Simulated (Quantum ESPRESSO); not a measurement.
**KBr: single point with PBEint**

Molecule: KBr, in a box.

```xyz
2
Lattice="12.0000 0.0000 0.0000 0.0000 10.0000 0.0000 0.0000 0.0000 11.0000" Properties=species:S:1:pos:R:3 pbc="T T T"
K     7.2324    4.6296    6.1327
Br    4.7077    5.2927    4.9211
```

The cell isn't the ideal one: atoms moved at random, drawn with an rms of 0.15 Å.

| Property | Result |
| --- | --- |
| Program | Quantum ESPRESSO 7.5 |
| Task | single point |
| Functional | PBEint |
| Potentials or basis | PseudoDojo 0.4.1 SR PBE standard |
| Cutoff | 1007 eV |
| Density cutoff | 4027 eV |
| k mesh | 1 × 1 × 1 |
| Occupations | fixed |
| Spin | no spin polarisation |
| Boundary across the vacuum | none |
| Mixing beta | 0.5 |
| Most SCF iterations | 120 |
| SCF threshold | 4e-10 Ry |

```json
{"Largest force": "0.217 eV/Å", "Gap between the frontier levels": "2.92 eV"}
```

Forces in eV/Å, atoms in the order of the input:
```
K   -0.195  0.040 -0.086
Br   0.195 -0.040  0.086
```

Levels at points of the mesh, in eV from the valence-band top:
```
           k point  band 3  band 4  band 5  band 6  band 7  band 8  band 9  band 10  band 11  band 12
(0.00, 0.00, 0.00)  -14.28  -14.24  -11.74   -0.30    0.00    0.00    2.92     4.59     4.66     4.71
```

Wall time 31 s on 1 thread of Arm Neoverse V1, with other jobs on the host, peak memory 0.58 GiB.

Caveat: the potentials were made for another functional, which shifts forces and pressure; this is a molecule in a periodic box, so the gap is that between its Kohn-Sham HOMO and LUMO and the box isn't a crystal.
